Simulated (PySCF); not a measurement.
# BGeH6N: the cost of one run

Computed with PySCF 2.14.0, with density-fitted response routines of our own, on a single molecule in the gas phase. Atoms count from 0, in the outputs and in this text.

## Step 1: The starting structure

9 atoms, charge 0, multiplicity 1; geometry from: GFN2-xTB. The atoms were then displaced at random by about 0.01 Å, so the start is not that level's minimum.

Bonds of the start (Å): B0–N1 1.42, N1–Ge2 1.84, B0–H3 1.17, B0–H4 1.15, N1–H5 1.01, Ge2–H6 1.49, Ge2–H7 1.48, Ge2–H8 1.51.

## Step 2: Optimising the geometry at PBE0-D3(BJ)/def2-SVP

Job settings and geometry (Å):

```
{"job": {"xc": "PBE0", "basis": "def2-SVP", "d3": "d3bj", "grid": 1, "shake": 0.01, "kind": "geom"}, "charge": 0, "multiplicity": 1}
B      1.601500    -0.263660    -0.214420
N      0.428460     0.074370     0.504990
Ge    -1.341400     0.127700    -0.004630
H      1.497290    -0.523110    -1.351630
H      2.625090    -0.217240     0.298490
H      0.568120     0.328840     1.477380
H     -2.083130    -0.856920     0.836100
H     -1.387470    -0.202100    -1.448720
H     -1.850650     1.514970     0.295960
```

Run with:

```bash
> OMP_NUM_THREADS=1 python probes_run.py task.json out
```

The driver reads the jobs from task.json and runs them one after another.

**Question.** How long does this first job take on 1 thread of Arm Neoverse V2, shared host, and how much memory does it need?

About 15 s, with a peak of 0.37 GiB.
